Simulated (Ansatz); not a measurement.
# TiClF₃ + HF: a complex and its separated parts, part 2 of 2

Ansatz 0.2.0, Gaussian basis. The steps go on from the part before.

**13. CAM-B3LYP-D4/def2-TZVPP**

The inputs:

parta/in.yaml

```yaml
crystal:
  periodic: [false, false, false]
  atoms:
    - {symbol: Ti, position_ang: [-0.739274, -0.077608, 0.342856]}
    - {symbol: F, position_ang: [0.011595, -1.601181, 0.702129]}
    - {symbol: F, position_ang: [-1.108000, -0.007111, -1.352204]}
    - {symbol: F, position_ang: [-2.209851, 0.064581, 1.254641]}
    - {symbol: Cl, position_ang: [0.608978, 1.546238, 0.868101]}
basis:
  gaussian: {orbitals: def2-TZVPP}
hamiltonian: {xc: {name: CAM-B3LYP}, dispersion: d4}
```

partb/in.yaml

```yaml
crystal:
  periodic: [false, false, false]
  atoms:
    - {symbol: F, position_ang: [1.472833, -0.323145, -1.053738]}
    - {symbol: H, position_ang: [1.963619, 0.398227, -0.761885]}
basis:
  gaussian: {orbitals: def2-TZVPP}
hamiltonian: {xc: {name: CAM-B3LYP}, dispersion: d4}
```

Each run has its own folder and the same command.

Started as:

```bash
ansatz run in.yaml --threads 8 --pin off --events-out ev --progress --plain --max-ram 19148MiB
```

parta printed (excerpt; [...] marks lines left out):

```text
Functional definition: CAM-B3LYP
  name "CAM-B3LYP"
  cite "Yanai, Tew & Handy, Chem. Phys. Lett. 393, 51 (2004) doi:10.1016/j.cplett.2004.06.011"
  cite "Iikura, Tsuneda, Yanai & Hirao, J. Chem. Phys. 115, 3540 (2001) doi:10.1063/1.1383587"
  cite "Becke, Phys. Rev. A 38, 3098 (1988) doi:10.1103/PhysRevA.38.3098"
  cite "Lee, Yang & Parr, Phys. Rev. B 37, 785 (1988) doi:10.1103/PhysRevB.37.785"
[...]
1276 factors; their error is unknown
211 factors; integrals over basis functions are off by at most 8.9e-5 eV
[...]
mean field -43800.09366058 eV, -1609.6237532566 hartree, gradient 2.3e-5 eV, S^2 0.000000; 0 other end points of the search recorded, 0 dependent functions left out
reference -43800.09378924 eV, -1609.6237579848 hartree; 33, 33 occupied and 166, 166 virtual orbitals, 1276 factors
Total energy: -43800.19333429 eV, -1609.6274161980 hartree
```

partb printed (excerpt; [...] marks lines left out):

```text
[... 6 set-up lines as earlier in the session ...]
[...]
  # Exact exchange under (alpha + beta erf(omega r))/r, Becke's under what is left of 1/r.
[...]
215 factors; their error is unknown
48 factors; integrals over basis functions are off by at most 4.9e-5 eV
[...]
mean field -2733.85902552 eV, -100.4674661116 hartree, gradient 6.2e-5 eV, S^2 0.000000; 0 other end points of the search recorded, 0 dependent functions left out
reference -2733.85906965 eV, -100.4674677334 hartree; 5, 5 occupied and 40, 40 virtual orbitals, 215 factors
Total energy: -2733.86050996 eV, -100.4675206640 hartree
```

Wall times: 1.5 s (parta), 0.15 s (partb) on 8 threads of Arm Neoverse V2, shared host.

**14. wB97X-V/def2-TZVPP**

Each input of step 13 (parta, partb) changes in the same lines:

```diff
-hamiltonian: {xc: {name: CAM-B3LYP}, dispersion: d4}
+hamiltonian: {xc: {name: wB97X-V}}
```

Each run has its own folder and the same command.

Started as:

```bash
ansatz run in.yaml --threads 8 --pin off --events-out ev --progress --plain --max-ram 19148MiB
```

Log of parta (excerpt; [...] marks lines left out):

```text
Functional definition: wB97X-V
  name "wB97X-V"
  cite "Mardirossian & Head-Gordon, Phys. Chem. Chem. Phys. 16, 9904 (2014) doi:10.1039/C3CP54374A"
[... 2 set-up lines as earlier in the session ...]
[...]
      + integral(e_c_pw_opposite_spin*poly(b97_u_opposite, cos0, cos1)) + vv10(b, c)
1258 factors; their error is unknown
200 factors; integrals over basis functions are off by at most 5.0e-5 eV
[...]
mean field -43792.44711460 eV, -1609.3427478748 hartree, gradient 4.8e-5 eV, S^2 0.000000; 0 other end points of the search recorded, 0 dependent functions left out
reference -43792.44711203 eV, -1609.3427477803 hartree; 33, 33 occupied and 166, 166 virtual orbitals, 1258 factors
Total energy: -43792.44711203 eV, -1609.3427477803 hartree
```

Output in partb (excerpt; [...] marks lines left out):

```text
[... 5 set-up lines as earlier in the session ...]
[...]
      + integral(e_c_pw_opposite_spin*poly(b97_u_opposite, cos0, cos1)) + vv10(b, c)
215 factors; their error is unknown
48 factors; integrals over basis functions are off by at most 2.2e-5 eV
[...]
mean field -2733.49560629 eV, -100.4541107012 hartree, gradient 1.0e-5 eV, S^2 0.000000; 0 other end points of the search recorded, 0 dependent functions left out
reference -2733.49560569 eV, -100.4541106794 hartree; 5, 5 occupied and 40, 40 virtual orbitals, 215 factors
Total energy: -2733.49560569 eV, -100.4541106794 hartree
```

Times: 3.3 s (parta), 0.2 s (partb) on 8 threads of Arm Neoverse V2, shared host.

**15. wB97M-V/def2-TZVPP**

The same edit goes into each in.yaml of step 14 (parta, partb):

```diff
-hamiltonian: {xc: {name: wB97X-V}}
+hamiltonian: {xc: {name: wB97M-V}}
```

One command serves all of them, each in its own folder.

Started as:

```bash
ansatz run in.yaml --threads 8 --pin off --events-out ev --progress --plain --max-ram 19148MiB
```

parta printed (excerpt; [...] marks lines left out):

```text
Functional definition: wB97M-V
  name "wB97M-V"
  cite "Mardirossian & Head-Gordon, J. Chem. Phys. 144, 214110 (2016) doi:10.1063/1.4952647"
[... 2 set-up lines as earlier in the session ...]
  # Of w^i u^j: cxij and so on, Table III.
[...]
  gx(w, u) = 1 - cx + cx01*u + cx10*w
[...]
      + integral(e_c_pw_mod_opposite_spin*gos(b97_w_opposite, b97_u_opposite)) + vv10(b, c)
1242 factors; their error is unknown
200 factors; integrals over basis functions are off by at most 5.0e-5 eV
[...]
mean field -43796.39251690 eV, -1609.4877387352 hartree, gradient 1.6e-5 eV, S^2 0.000000; 0 other end points of the search recorded, 0 dependent functions left out
reference -43796.39258081 eV, -1609.4877410836 hartree; 33, 33 occupied and 166, 166 virtual orbitals, 1242 factors
Total energy: -43796.39258081 eV, -1609.4877410836 hartree
```

Output in partb (excerpt; [...] marks lines left out):

```text
[... 5 set-up lines as earlier in the session ...]
  # Of w^i u^j: cxij and so on, Table III.
[...]
  gx(w, u) = 1 - cx + cx01*u + cx10*w
[...]
      + integral(e_c_pw_mod_opposite_spin*gos(b97_w_opposite, b97_u_opposite)) + vv10(b, c)
215 factors; their error is unknown
48 factors; integrals over basis functions are off by at most 2.2e-5 eV
[...]
mean field -2733.67553222 eV, -100.4607228573 hartree, gradient 1.2e-5 eV, S^2 0.000000; 0 other end points of the search recorded, 0 dependent functions left out
reference -2733.67554688 eV, -100.4607233962 hartree; 5, 5 occupied and 40, 40 virtual orbitals, 215 factors
Total energy: -2733.67554688 eV, -100.4607233962 hartree
```

Wall times: 4.3 s (parta), 0.2 s (partb) on 8 threads of Arm Neoverse V2, shared host.

**16. B2PLYP/def2-TZVPP**

The same edit goes into each in.yaml of step 15 (parta, partb):

```diff
-hamiltonian: {xc: {name: wB97M-V}}
+hamiltonian: {xc: {name: B2PLYP}}
```

One command serves all of them, each in its own folder.

Started as:

```bash
ansatz run in.yaml --threads 8 --pin off --events-out ev --progress --plain --max-ram 19148MiB
```

Log of parta (excerpt; [...] marks lines left out):

```text
Functional definition: B2PLYP
  name "B2PLYP"
  cite "Grimme, J. Chem. Phys. 124, 034108 (2006) doi:10.1063/1.2148954"
[... 2 set-up lines as earlier in the session ...]
[...]
1329 factors; integrals over basis functions are off by at most 7.2e-4 eV
[...]
mean field -43776.12160121 eV, -1608.7427963236 hartree, gradient 1.3e-6 eV, S^2 0.000000; 0 other end points of the search recorded, 0 dependent functions left out
13 core orbitals not correlated: weight in the atoms' cores, before any rotation towards them, 1.000 or more for the frozen orbitals, at most 0.000 for the correlated occupied ones
reference -43776.12176434 eV, -1608.7428023184 hartree; 20, 20 occupied and 166, 166 virtual orbitals, 1329 factors
second order -46.28861398 eV of doubles, -0.00000000 eV of singles
Total energy: -43788.61969011 eV, -1609.2020926192 hartree
```

Output in partb (excerpt; [...] marks lines left out):

```text
[... 5 set-up lines as earlier in the session ...]
[...]
287 factors; integrals over basis functions are off by at most 1.0e-3 eV
[...]
mean field -2730.72525564 eV, -100.3523021927 hartree, gradient 1.4e-6 eV, S^2 0.000000; 0 other end points of the search recorded, 0 dependent functions left out
1 core orbitals not correlated: weight in the atoms' cores, before any rotation towards them, 1.000 or more for the frozen orbitals, at most 0.000 for the correlated occupied ones
reference -2730.72531234 eV, -100.3523042764 hartree; 4, 4 occupied and 40, 40 virtual orbitals, 287 factors
second order -8.59397324 eV of doubles, -0.00000000 eV of singles
Total energy: -2733.04568511 eV, -100.4375764030 hartree
```

Wall times: 2.8 s (parta), 0.15 s (partb) on 8 threads of Arm Neoverse V2, shared host.

**17. PBE-QIDH/def2-TZVPP**

Each input of step 16 (parta, partb) changes in the same lines:

```diff
-hamiltonian: {xc: {name: B2PLYP}}
+hamiltonian: {xc: {name: PBE-QIDH}}
```

The same command starts each run, in its folder.

Started as:

```bash
ansatz run in.yaml --threads 8 --pin off --events-out ev --progress --plain --max-ram 19148MiB
```

Log of parta (excerpt; [...] marks lines left out):

```text
Functional definition: PBE-QIDH
  name "PBE-QIDH"
  cite "Brémond, Sancho-García, Pérez-Jiménez & Adamo, J. Chem. Phys. 141, 031101 (2014) doi:10.1063/1.4890314"
[... 1 set-up line as earlier in the session ...]
[...]
1329 factors; integrals over basis functions are off by at most 7.2e-4 eV
[...]
mean field -43762.63585752 eV, -1608.2472043840 hartree, gradient 5.9e-6 eV, S^2 0.000000; 0 other end points of the search recorded, 0 dependent functions left out
13 core orbitals not correlated: weight in the atoms' cores, before any rotation towards them, 1.000 or more for the frozen orbitals, at most 0.000 for the correlated occupied ones
reference -43762.63587281 eV, -1608.2472049459 hartree; 20, 20 occupied and 166, 166 virtual orbitals, 1329 factors
second order -42.47961842 eV of doubles, -0.00000000 eV of singles
Total energy: -43776.79574562 eV, -1608.7675706736 hartree
```

Output in partb (excerpt; [...] marks lines left out):

```text
[... 4 set-up lines as earlier in the session ...]
[...]
287 factors; integrals over basis functions are off by at most 1.0e-3 eV
[...]
mean field -2728.92253125 eV, -100.2860532934 hartree, gradient 3.8e-6 eV, S^2 0.000000; 0 other end points of the search recorded, 0 dependent functions left out
1 core orbitals not correlated: weight in the atoms' cores, before any rotation towards them, 1.000 or more for the frozen orbitals, at most 0.000 for the correlated occupied ones
reference -2728.92253461 eV, -100.2860534166 hartree; 4, 4 occupied and 40, 40 virtual orbitals, 287 factors
second order -8.07148448 eV of doubles, -0.00000000 eV of singles
Total energy: -2731.61302943 eV, -100.3849272779 hartree
```

Wall times: 2.6 s (parta), 0.15 s (partb) on 8 threads of Arm Neoverse V2, shared host.

**18. RPA on PBE/def2-TZVPP**

The same edit goes into each in.yaml of step 17 (parta, partb):

```diff
-hamiltonian: {xc: {name: PBE-QIDH}}
+hamiltonian: {xc: pbe}
+correlation: {method: rpa}
```

One command serves all of them, each in its own folder.

Started as:

```bash
ansatz run in.yaml --threads 8 --pin off --events-out ev --progress --plain --max-ram 19148MiB
```

Output in parta (excerpt; [...] marks lines left out):

```text
[... 4 set-up lines as earlier in the session ...]
[...]
1329 factors; integrals over basis functions are off by at most 7.2e-4 eV
[...]
mean field -43782.52357651 eV, -1608.9780645762 hartree, gradient 2.3e-6 eV, S^2 0.000000; 0 other end points of the search recorded, 0 dependent functions left out
13 core orbitals not correlated: weight in the atoms' cores, before any rotation towards them, 1.000 or more for the frozen orbitals, at most 0.000 for the correlated occupied ones
reference -43715.50273701 eV, -1606.5150941532 hartree; 20, 20 occupied and 166, 166 virtual orbitals, 1329 factors
Total energy: -43772.26970744 eV, -1608.6012418382 hartree
```

Output in partb (excerpt; [...] marks lines left out):

```text
[... 4 set-up lines as earlier in the session ...]
[...]
287 factors; integrals over basis functions are off by at most 1.0e-3 eV
[...]
mean field -2731.84355900 eV, -100.3933990833 hartree, gradient 9.3e-7 eV, S^2 0.000000; 0 other end points of the search recorded, 0 dependent functions left out
1 core orbitals not correlated: weight in the atoms' cores, before any rotation towards them, 1.000 or more for the frozen orbitals, at most 0.000 for the correlated occupied ones
reference -2722.68129138 eV, -100.0566919587 hartree; 4, 4 occupied and 40, 40 virtual orbitals, 287 factors
Total energy: -2733.63265322 eV, -100.4591470831 hartree
```

They took 2.4 s (parta), 0.15 s (partb) on 8 threads of Arm Neoverse V2, shared host.

**19. CCSD(T)/def2-TZVPP**

Each input of step 18 (parta, partb) changes in the same lines:

```diff
-hamiltonian: {xc: pbe}
-correlation: {method: rpa}
+correlation: {method: ccsd_t}
```

The same command starts each run, in its folder.

Started as:

```bash
ansatz run in.yaml --threads 8 --pin off --events-out ev --progress --plain --max-ram 19148MiB
```

parta printed (excerpt; [...] marks lines left out):

```text
Functional definition: HF
  name "HF"
  cite "Fock, Z. Phys. 61, 126 (1930) doi:10.1007/BF01340294"
[... 1 set-up line as earlier in the session ...]
[...]
1329 factors; integrals over basis functions are off by at most 7.2e-4 eV
[...]
mean field -43719.10150021 eV, -1606.6473462614 hartree, gradient 2.1e-6 eV, S^2 0.000000; 0 other end points of the search recorded, 0 dependent functions left out
13 core orbitals not correlated: weight in the atoms' cores, before any rotation towards them, 1.000 or more for the frozen orbitals, at most 0.000 for the correlated occupied ones
reference -43719.10150021 eV, -1606.6473462614 hartree; 20, 20 occupied and 166, 166 virtual orbitals, 1329 factors
second order -37.25258961 eV of doubles, -0.00000000 eV of singles
cycle   1  -35.74088763 eV  change     1.5e0 eV  update   2.6e-1
[...]
cycle  13  -37.32170392 eV  change   -2.4e-5 eV  update   7.1e-6
perturbative correction -1.71826119 eV, -0.0631449339 hartree
Total energy: -43758.14146531 eV, -1608.0820385166 hartree
```

partb printed (excerpt; [...] marks lines left out):

```text
[... 4 set-up lines as earlier in the session ...]
[...]
287 factors; integrals over basis functions are off by at most 1.0e-3 eV
[...]
mean field -2722.91274800 eV, -100.0651978323 hartree, gradient 4.5e-6 eV, S^2 0.000000; 0 other end points of the search recorded, 0 dependent functions left out
1 core orbitals not correlated: weight in the atoms' cores, before any rotation towards them, 1.000 or more for the frozen orbitals, at most 0.000 for the correlated occupied ones
reference -2722.91274800 eV, -100.0651978323 hartree; 4, 4 occupied and 40, 40 virtual orbitals, 287 factors
second order -7.36481998 eV of doubles, -0.00000000 eV of singles
cycle   1  -7.29619039 eV  change    6.9e-2 eV  update   3.9e-2
[...]
cycle   8  -7.43086553 eV  change    5.4e-7 eV  update   3.3e-6
perturbative correction -0.17033423 eV, -0.0062596675 hartree
Total energy: -2730.51394775 eV, -100.3445367711 hartree
```

Times: 20 s (parta), 0.15 s (partb) on 8 threads of Arm Neoverse V2, shared host; peak memory 1.9 GiB.

**20. Vibrations of TiClF₃**

vib-parta/in.yaml reads:

```yaml
crystal:
  periodic: [false, false, false]
  atoms:
    - {symbol: Ti, position_ang: [-0.739274, -0.077608, 0.342856]}
    - {symbol: F, position_ang: [0.011595, -1.601181, 0.702129]}
    - {symbol: F, position_ang: [-1.108000, -0.007111, -1.352204]}
    - {symbol: F, position_ang: [-2.209851, 0.064581, 1.254641]}
    - {symbol: Cl, position_ang: [0.608978, 1.546238, 0.868101]}
basis:
  gaussian: {orbitals: def2-TZVP}
hamiltonian: {xc: pbe0, dispersion: d4}
phonons: {temperatures: {t_min: 298.15, t_max: 900, t_step: 200}}
```

Started as:

```bash
ansatz run in.yaml --threads 8 --pin off --events-out ev --progress --plain --max-ram 19148MiB
```

Log (excerpt; [...] marks lines left out):

```text
[... 5 set-up lines as earlier in the session ...]
[...]
1202 factors; their error is unknown
[...]
mean field -43783.08407357 eV, -1608.9986624636 hartree, gradient 6.6e-6 eV, S^2 0.000000; 0 other end points of the search recorded, 0 dependent functions left out
[...]
Atom 2 at    -1.108000    -0.007111    -1.352204 Å, force     0.000034    -0.000132     0.000315 eV/Å
Atom 3 at    -2.209851     0.064581     1.254641 Å, force     0.000280    -0.000201    -0.000309 eV/Å
Atom 4 at     0.608978     1.546238     0.868101 Å, force     0.000546     0.000552     0.000131 eV/Å
Dipole moment:     0.027200     0.032748     0.010587 e Å
Vibrations: 158.80 158.83 207.67 207.96 207.99 487.55 755.16 811.36 811.37 cm⁻¹, zero-point energy 0.235985 eV
```

Run time: 21 s. Hardware: 8 threads of Arm Neoverse V2, shared host.

Wavenumbers and character of the modes:

| mode | wavenumber (cm⁻¹) | character |
| --- | --- | --- |
| 1 | 159 | bend |
| 2 | 159 | bend |
| 3 | 208 | bend |
| 4 | 208 | bend |
| 5 | 208 | bend |
| 6 | 488 | Ti–Cl stretch |
| 7 | 755 | Ti–F stretch |
| 8 | 811 | Ti–F stretch |
| 9 | 811 | Ti–F stretch |

Vibrational sums (real modes only):

| T (K) | entropy (J/mol/K) | heat capacity (J/mol/K) |
| --- | --- | --- |
| 298 | 52.9 | 52.5 |
| 498 | 83.0 | 64.0 |
| 698 | 105.5 | 68.8 |
| 898 | 123.1 | 71.0 |

**21. Vibrations of HF**

vib-partb/in.yaml reads:

```yaml
crystal:
  periodic: [false, false, false]
  atoms:
    - {symbol: F, position_ang: [1.472833, -0.323145, -1.053738]}
    - {symbol: H, position_ang: [1.963619, 0.398227, -0.761885]}
basis:
  gaussian: {orbitals: def2-TZVP}
hamiltonian: {xc: pbe0, dispersion: d4}
phonons: {temperatures: {t_min: 298.15, t_max: 900, t_step: 200}}
```

Started as:

```bash
ansatz run in.yaml --threads 8 --pin off --events-out ev --progress --plain --max-ram 19148MiB
```

Log (excerpt; [...] marks lines left out):

```text
[... 5 set-up lines as earlier in the session ...]
[...]
200 factors; their error is unknown
[...]
mean field -2731.80169993 eV, -100.3918607909 hartree, gradient 6.9e-6 eV, S^2 0.000000; 0 other end points of the search recorded, 0 dependent functions left out
[...]
reference -2731.80151236 eV, -100.3918538978 hartree; 5, 5 occupied and 32, 32 virtual orbitals, 200 factors
Total energy: -2731.80322165 eV, -100.3919167130 hartree
Atom 0 at     1.472833    -0.323145    -1.053738 Å, force    -0.001255    -0.001845    -0.000746 eV/Å
Atom 1 at     1.963619     0.398227    -0.761885 Å, force     0.001255     0.001845     0.000746 eV/Å
Dipole moment:     0.213815     0.314272     0.127148 e Å
Vibrations: 4153.46 cm⁻¹, zero-point energy 0.257481 eV
```

Wall time 0.6 s (8 threads of Arm Neoverse V2, shared host).

Wavenumbers and character of the modes:

| mode | wavenumber (cm⁻¹) | character |
| --- | --- | --- |
| 1 | 4153 | F–H stretch |

Vibrational sums (real modes only):

| T (K) | entropy (J/mol/K) | heat capacity (J/mol/K) |
| --- | --- | --- |
| 298 | 0.0 | 0.0 |
| 498 | 0.0 | 0.0 |
| 698 | 0.0 | 0.1 |
| 898 | 0.1 | 0.5 |

**22. Complex less separated parts**

The complex's own energies come from single points at the same levels.

Rows are in def2-TZVPP; times add the 3 runs of a level on a shared host, so small differences are noise.

Differences are taken before rounding.

| method | rung | complex less parts (kJ/mol) | from CCSD(T) (kJ/mol) | time |
| --- | --- | --- | --- | --- |
| SPW92 | LDA | -41.4 | -20.9 | 1.6 s |
| PBE-D4 | GGA | -22.4 | -1.9 | 2.5 s |
| BLYP-D4 | GGA | -19.6 | +1.0 | 2.8 s |
| r2SCAN-D4 | meta-GGA | -27.4 | -6.9 | 5.7 s |
| B97M-V | meta-GGA | -27.8 | -7.3 | 9.1 s |
| PBE0-D4 | hybrid | -21.3 | -0.7 | 3.9 s |
| B3LYP-D4 | hybrid | -20.3 | +0.3 | 3.6 s |
| r2SCAN0-D4 | hybrid | -25.7 | -5.2 | 6.6 s |
| BHLYP-D4 | hybrid | -22.9 | -2.4 | 3.5 s |
| CAM-B3LYP-D4 | range-separated hybrid | -24.9 | -4.4 | 3.9 s |
| wB97X-V | range-separated hybrid | -24.7 | -4.2 | 8.3 s |
| wB97M-V | range-separated hybrid | -26.6 | -6.1 | 11 s |
| B2PLYP | double hybrid | -17.0 | +3.6 | 6.9 s |
| PBE-QIDH | double hybrid | -19.5 | +1.0 | 6.8 s |
| RPA on PBE | RPA | -18.2 | +2.4 | 6.7 s |
| Hartree-Fock | wavefunction | -8.2 | +12.4 |  |
| MP2 | wavefunction | -19.0 | +1.5 |  |
| CCSD | wavefunction | -18.7 | +1.9 |  |
| CCSD(T) | wavefunction | -20.5 | 0 | 3.8 min |

Among the levels timed on like hardware and quicker than the yardstick, those that no quicker one beats, quickest first: SPW92 (1.6 s, -20.9 kJ/mol); PBE-D4 (2.5 s, -1.9 kJ/mol); BLYP-D4 (2.8 s, +1.0 kJ/mol); B3LYP-D4 (3.6 s, +0.3 kJ/mol).

For cost: B3LYP-D4 gets within 0.3 kJ/mol in 3.6 s, where CCSD(T) took 3.8 min; the quickest level in the cost chart, SPW92, takes 1.6 s and misses by 20.9 kJ/mol.

The complex's zero-point energy, from a separate PBE0-D4 run, is 0.549 eV.

**23. Summary of results**

What follows sums up all 2 parts.

| quantity | value |
| --- | --- |
| complex less parts, CCSD(T)/def2-TZVPP | -20.5 kJ/mol |
| with zero-point energy | -15.2 kJ/mol |
| largest T1 diagnostic | 0.024 |

In words: At CCSD(T) the complex lies 20.5 kJ/mol below its parts. B3LYP-D4 is the best functional here (+0.3 kJ/mol from CCSD(T)); SPW92 is the worst (-20.9 kJ/mol). Mean unsigned error by rung: LDA 20.9, GGA 1.4, meta-GGA 7.1, hybrid 2.1, range-separated hybrid 4.9, double hybrid 2.3 kJ/mol. PBE-D4 gives a relative energy 1.9 kJ/mol too low, inside chemical accuracy (1 kcal/mol, 4.2 kJ/mol). No counterpoise was applied, and triple zeta lacks some correlation, so the CCSD(T) reference has a basis error of its own, and close matches with it are partly luck.
